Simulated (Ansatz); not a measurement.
# SnTe3 (Fm-3m) in Ansatz: convergence with ecutrho ratio

Aim: find how far ecutrho ratio must go before the results for SnTe3 settle, at PBE. This setting moves, with any that are tied to it; all else stays.

Everything below comes from runs of Ansatz 0.2.0. Logs are shortened: lines on timing, memory, paths and dates and some standing lists are left out, and cuts for length are marked.

**1. The structure**

Symmetry: Fm-3m, No. 225, cubic system. The conventional cell has a = 7.722 Å, b = 7.722 Å, c = 7.722 Å, α = 90.00°, β = 90.00°, γ = 90.00°. Te (site symmetry m-3m) is surrounded by 8 Te at 3.34 Å. Te (site symmetry -43m) has 4 Te at 3.34 Å and 4 Sn at 3.34 Å as nearest neighbours. Sn (site symmetry m-3m) is surrounded by 8 Te at 3.34 Å.

The cell comes from a database or a generator and needn't be the stable form of this composition.

**2. With ecutrho ratio 4**

Contents of input.yaml:

```yaml
crystal:
  lattice:
    - [0.0, 3.861219, 3.861219]
    - [3.861219, 0.0, 3.861219]
    - [3.861219, 3.861219, 0.0]
  atoms:
    - { symbol: Te, position: [0.5, 0.5, 0.5] }
    - { symbol: Te, position: [0.75, 0.75, 0.75] }
    - { symbol: Te, position: [0.25, 0.25, 0.25] }
    - { symbol: Sn, position: [0.0, 0.0, 0.0] }
hamiltonian:
  xc: pbe
  pseudopotentials: { kind: paw_fr }
magnetization:
  noncollinear: true
  spin_orbit: true
kpoints:
  mp_grid: { grid: [5, 5, 5] }
scf:
  occupations: { method: methfessel_paxton, width: 0.1 }
output:
  forces: true
  stress: true
  eigenvalues: true
basis:
  ecutrho_ratio: 4
```

Potentials or basis: Ansatz PAW.

The run is started by

```sh
ansatz run input.yaml --threads 2 --pin off --max-ram 5632MiB --backend cpu --events-out ev --progress --plain --runs-dir out
```

It took 7.3 s on 2 threads of Arm Neoverse V2, shared host; peak memory 0.67 GiB.

Results:

```
Free energy : -26973.7241 eV
Pressure    : 0.5 GPa
```

**3. With ecutrho ratio 5**

input.yaml: that of step 2 with these lines changed.

```diff
@@ -25,2 +25,2 @@
 basis:
-  ecutrho_ratio: 4
+  ecutrho_ratio: 5
```

Potentials or basis: Ansatz PAW.

The run is started by

```sh
ansatz run input.yaml --threads 2 --pin off --max-ram 5632MiB --backend cpu --events-out ev --progress --plain --runs-dir out
```

Run time: 6.8 s. Hardware: 2 threads of Arm Neoverse V2, shared host; peak memory 0.74 GiB.

What came out:

```yaml
Free_energy: -26973.7241 eV
Pressure: 0.5 GPa
```

**4. With ecutrho ratio 6**

input.yaml: that of step 3 with these lines changed.

```diff
@@ -25,2 +25,2 @@
 basis:
-  ecutrho_ratio: 5
+  ecutrho_ratio: 6
```

The run is started by

```sh
ansatz run input.yaml --threads 2 --pin off --max-ram 5632MiB --backend cpu --events-out ev --progress --plain --runs-dir out
```

Wall time 7.1 s (2 threads of Arm Neoverse V2, shared host); peak memory 0.74 GiB.

What came out:

```yaml
Free_energy: -26973.7241 eV
Pressure: 0.5 GPa
```

**5. With ecutrho ratio 8**

input.yaml: that of step 4 with these lines changed.

```diff
@@ -25,2 +25,2 @@
 basis:
-  ecutrho_ratio: 6
+  ecutrho_ratio: 8
```

The run is started by

```sh
ansatz run input.yaml --threads 2 --pin off --max-ram 5632MiB --backend cpu --events-out ev --progress --plain --runs-dir out
```

Run time: 7.7 s. Hardware: 2 threads of Arm Neoverse V2, shared host; peak memory 0.82 GiB.

It converged, with:

* Free energy: -26973.7241 eV
* Pressure: 0.5 GPa

**6. With ecutrho ratio 10**

input.yaml: that of step 5 with these lines changed.

```diff
@@ -25,2 +25,2 @@
 basis:
-  ecutrho_ratio: 8
+  ecutrho_ratio: 10
```

Potentials or basis: Ansatz PAW.

The run is started by

```sh
ansatz run input.yaml --threads 2 --pin off --max-ram 5632MiB --backend cpu --events-out ev --progress --plain --runs-dir out
```

Wall time 7.1 s (2 threads of Arm Neoverse V2, shared host); peak memory 0.93 GiB.

Results (log left out):

| Item | Value |
| --- | --- |
| Free energy | -26973.7241 eV |
| Pressure | 0.5 GPa |

**7. With ecutrho ratio 12**

input.yaml: that of step 6 with these lines changed.

```diff
@@ -25,2 +25,2 @@
 basis:
-  ecutrho_ratio: 10
+  ecutrho_ratio: 12
```

Potentials or basis: Ansatz PAW.

The run is started by

```sh
ansatz run input.yaml --threads 2 --pin off --max-ram 5632MiB --backend cpu --events-out ev --progress --plain --runs-dir out
```

The log of the run:

```text
Warning: RAYON_NUM_THREADS=2 ignored (pool sized by the plan → 2); use --threads N
Engine: ansatz 0.2.0, aarch64-unknown-linux-gnu
Pseudopotentials: kind: paw_fr
Pseudopotential: Te, paw_fr, valence charge 16, recommended cutoff 420 eV (normal), Te.paw.azcp#standard-fr
Pseudopotential: Sn, paw_fr, valence charge 14, recommended cutoff 420 eV (normal), Sn.paw.azcp#standard-fr
Functional definition: PBE
  parameter kappa = 0.804
  parameter beta = 0.06672455060314922
  exchange = pbe_x(kappa = kappa, mu = beta*pi^2/3)
  correlation = pbe_c(beta = beta)
non-collinear run that drives no moment, with spin-orbit: no starting moment large enough to seed its density (crystal.atoms[].spin), no starting occupations that ask for one, no magnetisation constraint and no magnetic field, so the semilocal B_xc is pinned to zero
Crystal: 4 atoms, lattice volume = 115.134 Å³
Basis set: ecut = 420 eV, 2229 PW (Γ), exchange–correlation on 128×128×128 points (8 copies of the dense FFT grid, shifted against one another)
Bands: 76, of which v1, the nominal top of the filled ones, is band 62 counted from 1 (61 counted from 0)
Symmetry: 48 space group operations + 48 with time reversal
Magnetic group: BNS 225.117 (UNI 1619), of the structure as read, at distance tolerance 4.9e-5 Å
k-points: 10 of 125
Projection manifold: j_resolved (fully-relativistic pseudo-atomic orbitals)
Non-local potential: Te, projectors of the file, l = 0: 2, l = 1: 4, l = 2: 4, l = 3: 4
Non-local potential: Sn, projectors of the file, l = 0: 2, l = 1: 4, l = 2: 4, l = 3: 4
PAW form: soft (Blöchl's): semilocal exchange-correlation on the pseudo side does not see the compensation charge
PAW one-centre angular grid: Te, 590 points (default); XC on 64 Gauss nodes
PAW one-centre angular grid: Sn, 590 points (default); XC on 64 Gauss nodes
[... 19 lines left out ...]
  site 1: m = (+0.0000, +0.0000, +0.0000) μB, |m| = 0.0000 μB  (R = 1.38 Å)
  site 2: m = (+0.0000, +0.0000, +0.0000) μB, |m| = 0.0000 μB  (R = 1.38 Å)
  site 3: m = (+0.0000, +0.0000, +0.0000) μB, |m| = 0.0000 μB  (R = 1.38 Å)
Free energy (F): -26973.724075 eV
Harris-Foulkes:  -26973.724075 eV  (|F-HF|=2.11e-8)
Internal energy: -26973.717074 eV  (E = F + TS)
E sigma→0 (E₀):  -26973.722325 eV
Entropy (-TS):   -0.007001 eV (-1.750 meV/atom)
Fermi energy:    10.652909 eV
--- Per-component energies (eV) ---
  E_band       = -775.454730
  E_kinetic    = 726.798062
  E_local      = -3997.088587  (includes V_loc(G=0)·N_el)
  E_nonlocal   = -962.907604
  E_hartree    = 2678.001166
  E_xc         = -756.355373
  E_vxc        = -408.816291  (∫ρ·V_xc dr)
  E_paw        = -18130.604961  (= ΣΔE_a)
  E_vpaw       = -1489.435269  (= ΣTr[D̂ρ^β])
  E_aug_tail   = -0.000003  (compensation charges beyond the density's cutoff)
  E_ewald      = -6531.559775
  E_smearing   = -0.007001  (= −TS)
  E_closure    = -0.000000  (closes the sum)
  Σ components = -26973.724075   (vs F -26973.724075, Δ=0.00e0)
--- Forces (eV/Å), atoms counted from 1 ---
  atom   1  Te     0.00000000     0.00000000     0.00000000
  atom   2  Te     0.00000000     0.00000000     0.00000000
  atom   3  Te     0.00000000    -0.00000000     0.00000000
  atom   4  Sn     0.00000000    -0.00000000     0.00000000
  max |Σ_I F_I| component: 2.89e-19 eV/Å
--- Stress (GPa, compression-positive) ---
        0.531020      -0.000000      -0.000000
        0.000000       0.531020      -0.000000
       -0.000000      -0.000000       0.531020
  P = ⅓ Tr σ = 0.5310 GPa (5.310 kbar)
--- Band table (eV; the first three rows and the last of 10) ---
  k-point 0: bands = ["-27.3927", "-27.3927", "-27.3927", "-27.3927", "-27.0179", "-27.0179", "-27.0179", "-27.0179", "-27.0160", "-27.0160", "-27.0160", "-27.0160", "-25.9273", "-25.9273", "-25.9273", "-25.9273", "-25.9260", "-25.9260", "-25.5543", "-25.5543", "-25.5543", "-25.5543", "-25.5526", "-25.5526", "-25.5495", "-25.5495", "-25.5495", "-25.5495", "-25.5488", "-25.5488", "-11.4269", "-11.4269", "-11.4269", "-11.4269", "-10.3893", "-10.3893", "-10.3872", "-10.3872", "-10.3872", "-10.3872", "-2.5614", "-2.5614", "0.7108", "0.7108", "1.4123", "1.4123", "5.5371", "5.5371", "7.1255", "7.1255", "7.1323", "7.1323", "7.7684", "7.7684", "7.7684", "7.7684", "7.8340", "7.8340", "7.8340", "7.8340", "8.5835", "8.5835", "9.2203", "9.2203", "9.2203", "9.2203", "13.9781", "13.9781", "13.9782", "13.9782", "14.1125", "14.1125", "15.3547", "15.3547", "15.3547", "15.3547"]
  k-point 1: bands = ["-27.3927", "-27.3927", "-27.3927", "-27.3927", "-27.0177", "-27.0177", "-27.0177", "-27.0177", "-27.0162", "-27.0162", "-27.0162", "-27.0162", "-25.9274", "-25.9274", "-25.9274", "-25.9274", "-25.9258", "-25.9258", "-25.5538", "-25.5538", "-25.5538", "-25.5538", "-25.5523", "-25.5523", "-25.5499", "-25.5499", "-25.5499", "-25.5499", "-25.5492", "-25.5492", "-11.4269", "-11.4269", "-11.4269", "-11.4269", "-10.3892", "-10.3892", "-10.3874", "-10.3874", "-10.3869", "-10.3869", "-2.3119", "-2.3119", "0.4867", "0.4867", "1.1227", "1.1227", "4.8790", "4.8790", "6.7008", "6.7008", "6.7545", "6.7545", "7.1580", "7.1580", "7.7036", "7.7036", "8.1541", "8.1541", "9.1404", "9.1404", "9.3984", "9.3984", "9.6013", "9.6013", "10.7414", "10.7414", "13.0928", "13.0928", "14.2594", "14.2594", "14.6950", "14.6950", "15.0141", "15.0141", "15.1661", "15.1661"]
  k-point 2: bands = ["-27.3927", "-27.3927", "-27.3927", "-27.3927", "-27.0172", "-27.0172", "-27.0172", "-27.0172", "-27.0167", "-27.0167", "-27.0166", "-27.0166", "-25.9276", "-25.9276", "-25.9274", "-25.9274", "-25.9256", "-25.9256", "-25.5526", "-25.5526", "-25.5526", "-25.5526", "-25.5514", "-25.5514", "-25.5511", "-25.5511", "-25.5511", "-25.5511", "-25.5503", "-25.5503", "-11.4269", "-11.4269", "-11.4268", "-11.4268", "-10.3890", "-10.3890", "-10.3878", "-10.3878", "-10.3866", "-10.3866", "-1.6406", "-1.6406", "-0.3171", "-0.3171", "0.8153", "0.8153", "4.0730", "4.0730", "6.4558", "6.4558", "6.9067", "6.9067", "7.2564", "7.2564", "7.7148", "7.7148", "7.9096", "7.9096", "9.9641", "9.9641", "10.6039", "10.6039", "11.0508", "11.0508", "11.5798", "11.5798", "12.9107", "12.9107", "13.3872", "13.3872", "13.8597", "13.8597", "17.2595", "17.2595", "17.3548", "17.3548"]
  k-point 9: bands = ["-27.3927", "-27.3927", "-27.3927", "-27.3927", "-27.0177", "-27.0177", "-27.0174", "-27.0174", "-27.0164", "-27.0164", "-27.0161", "-27.0161", "-25.9276", "-25.9276", "-25.9275", "-25.9275", "-25.9254", "-25.9254", "-25.5536", "-25.5536", "-25.5527", "-25.5527", "-25.5513", "-25.5513", "-25.5511", "-25.5511", "-25.5504", "-25.5504", "-25.5499", "-25.5499", "-11.4270", "-11.4270", "-11.4266", "-11.4266", "-10.3891", "-10.3891", "-10.3874", "-10.3874", "-10.3869", "-10.3869", "-1.0641", "-1.0641", "-0.1645", "-0.1645", "-0.0454", "-0.0454", "3.1667", "3.1667", "6.3235", "6.3235", "6.6613", "6.6613", "6.9057", "6.9057", "8.5330", "8.5330", "9.8476", "9.8476", "10.1522", "10.1522", "10.6689", "10.6689", "11.4682", "11.4682", "11.6787", "11.6787", "13.3802", "13.3802", "13.7397", "13.7397", "13.8616", "13.8616", "17.0245", "17.0245", "17.4183", "17.4183"]
```

It took 7.5 s on 2 threads of Arm Neoverse V2, shared host; peak memory 1 GiB.

Results:

| Property | Result |
| --- | --- |
| Free energy | -26973.7241 eV |
| Pressure | 0.5 GPa |

**8. Result**

```csv
ecutrho ratio,"energy less the tightest run, at zero smearing (meV/atom)",SCF cycles,CPU time (s),peak memory (GiB)
4,0.00,7,14,0.67
5,0.00,7,13,0.74
6,0.00,7,14,0.74
8,0.00,7,15,0.82
10,0.00,7,14,0.93
12,0.00,7,15,1
```

Against the tightest run, the energy stays within 1 meV/atom from 4 on. The tightest run that finished is the yardstick and may itself not be fully converged.
